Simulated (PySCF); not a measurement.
**[Re2]−: other functionals and bases at one geometry**

One table from this session's results is given with a row withheld; the runs are named, their logs left out.

The runs use PySCF 2.14.0; several levels, as the steps say, no spin–orbit coupling.

3 further runs of the same task are left out: 2 for a known fault of the program, 1 that didn't finish.

### Where the work starts

2 atoms, charge -1, spin multiplicity 2.

Bond lengths: Re1–Re2 2.074 Å.

As a file:

```xyz
2
Re2
Re    0.0000    0.0000    1.0369
Re    0.0000    0.0000   -1.0369
```

An earlier session relaxed this geometry at PBE, Re def2-SVP with ECP60 (doublet, point group D∞h).

At PBE on the finer grid: E = -156.574250 Eh, HOMO 1.18 eV, LUMO 1.48 eV (over both spins), ⟨S²⟩ = 0.764, Mulliken charge on Re1 -0.50 e, largest force component 0.001 eV/Å. The highest filled level lies above zero; it isn't the detachment energy.

Levels to run: M06-L; r2SCAN; TPSSh; PBE0; PBE, TZVP; PBE, x2c-SVP. Hardware: 2 threads of AMD EPYC 9R45 (Zen 5), shared host.

Set-up of the first run:

Input file run.py (the lines that set the calculation):

```python
mol = gto.M(atom='''
Re     0.00000     0.00000     1.03687
Re     0.00000     0.00000    -1.03687''',
    basis={'Re': 'def2-SVP'},
    ecp={'Re': 'def2-SVP'},
    charge=-1, spin=1)
mf = dft.UKS(mol, xc='M06L')
mf.grids.atom_grid = (75, 302)
mf = mf.density_fit()  # fitting sets: Re def2-universal-JKFIT
mf.conv_tol = 1e-08; mf.max_cycle = 55
mf.kernel(dm0)  # dm0: the density of the relaxed state
```

Started as:

```bash
$ OMP_NUM_THREADS=2 python run.py
```

Among the steps run: M06-L; r2SCAN; TPSSh; PBE0; PBE, TZVP; PBE, x2c-SVP.

One of the session's tables, all rows but one given; the rest of the session is left out.

```
             level  HOMO (eV)  gap (eV)  largest force component (eV/Å)
PBE (relaxed here)       1.18      0.30                            0.00
             M06-L       0.96      0.54                            0.59
            r2SCAN          ?         ?                               ?
             TPSSh       0.63      1.31                            0.73
              PBE0       0.27      2.02                            1.89
         PBE, TZVP       1.10      0.30                            0.17
      PBE, x2c-SVP       1.03      0.26                            0.28
```

Q: Estimate the row for r2SCAN from the others.

The run gave: HOMO (eV): 0.75; gap (eV): 0.80; largest force component (eV/Å): 0.86. In the column «HOMO (eV)» it lies between TPSSh (0.63) and M06-L (0.96).

In one basis the HOMO–LUMO gap runs from 0.30 eV (PBE) to 2.02 eV (PBE0). The largest leftover force, 1.89 eV/Å with PBE0, stands at a geometry relaxed at another level. Total energies of different levels can't be compared.
